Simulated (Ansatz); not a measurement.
# BrCl2FSi: vertical energies of changing the electron count in Python

What does it cost to change the electron count of BrCl2FSi? A script is to give vertical energies of changing the electron count; the system is BrCl2FSi.

All numbers are computed with Ansatz 0.2.0, driven from Python. Level of theory: Hartree-Fock/def2-SVP.

## (1) Starting point

Bond lengths: F1–Si2 1.663 Å, Si2–Cl3 2.062 Å, Si2–Cl4 2.013 Å, Si2–Br5 2.210 Å. Angles: F1–Si2–Cl3 111.6°, F1–Si2–Cl4 108.4°, F1–Si2–Br5 110.0°, Cl3–Si2–Cl4 107.4°, Cl3–Si2–Br5 110.6°, Cl4–Si2–Br5 108.7°.

No structure file is read: the coordinates are typed or built in the script.

## (2) Script

brcl2fsi_ip.py

```python
"""Vertical ionisation energy of BrCl2FSi."""

import ansatz as az


def energy(molecule, charge=0, unpaired=0):
    calc = molecule.calculation().basis(gaussian="def2-SVP").functional("hf")
    if charge:
        calc = calc.charge(charge)
    if unpaired:
        calc = calc.spin("collinear", total=unpaired)
    report = calc.run(threads=1, pin="off").report
    if report["published_state_doubts"]:
        print("  doubts:", report["published_state_doubts"])
    return report["free_energy_ev"]


def main() -> None:
    geometry_ang = [
        ("F", (1.1182, -0.9567, 0.9848)),
        ("Si", (0.0533, -0.0741, 0.0611)),
        ("Cl", (-1.6272, 0.4507, 1.1337)),
        ("Cl", (-0.5513, -1.2181, -1.4813)),
        ("Br", (1.0569, 1.7247, -0.7398)),
    ]
    mol = az.Crystal.molecule()
    for symbol, xyz in geometry_ang:
        mol = mol.atom(symbol, xyz)

    # delta-SCF style differences, no relaxation
    parent = energy(mol, 0, 0)
    cation = energy(mol, 1, 1)
    print(f"E(N)   = {parent:.5f} eV")
    print(f"E(N-1) = {cation:.5f} eV  (1 unpaired)")
    print(f"vertical ionisation energy {cation - parent:.3f} eV")


if __name__ == "__main__":
    main()
```

## (3) What the engine is handed

The package turns the script's settings into the engine's input (first run):

```yaml
crystal:
  periodic: [false, false, false]
  atoms:
    - { symbol: F, position_ang: [1.1182, -0.9567, 0.9848] }
    - { symbol: Si, position_ang: [0.0533, -0.0741, 0.0611] }
    - { symbol: Cl, position_ang: [-1.6272, 0.4507, 1.1337] }
    - { symbol: Cl, position_ang: [-0.5513, -1.2181, -1.4813] }
    - { symbol: Br, position_ang: [1.0569, 1.7247, -0.7398] }
basis:
  gaussian:
    orbitals: def2-SVP
hamiltonian:
  xc: hf
```

## (4) The run

The run is started by

```
> python brcl2fsi_ip.py
```

Output:

```text
E(N)   = -105558.89055 eV
E(N-1) = -105547.83288 eV  (1 unpaired)
vertical ionisation energy 11.058 eV
```

It took 21 s on 1 thread of AMD EPYC 7B13 (Zen 3), shared host; peak memory 0.46 GiB.

## (5) Inputs of later runs

The engine's inputs for the other runs:

Run 2, against run 1:

```diff
@@ -13,0 +14,4 @@
+magnetization:
+  spin_polarized: true
+  initial_magnetization: 1.0
+total_charge: 1.0
```

## (6) What each run gave

From the records of these 2 runs:

```tsv
run	system	unpaired or total moment	energy (eV)	<S²>	SCF cycles	CPU time (s)
1	BrCl2FSi	not set	-105558.8906	0.00	14	1.6
2	BrCl2FSi, charge +1	1	-105547.8329	0.76	208	19
```

Totals carry meaning only in balanced differences at one level of theory.

## (7) Outcome

| quantity | value |
| --- | --- |
| vertical ionisation energy | 11.058 eV |
| runs compared | 2 |

The ionisation energy is a difference of two total energies at the neutral geometry. At this unrelaxed geometry removing an electron costs 11.06 eV. Notes:
- The geometry is a force-field or estimated start, not a minimum of this method, and the basis set is short of its limit. All parts are taken at fixed geometry, without zero-point energy. At an unrelaxed start these energies can be a whole eV from those at the minimum, and a small affinity can change sign.
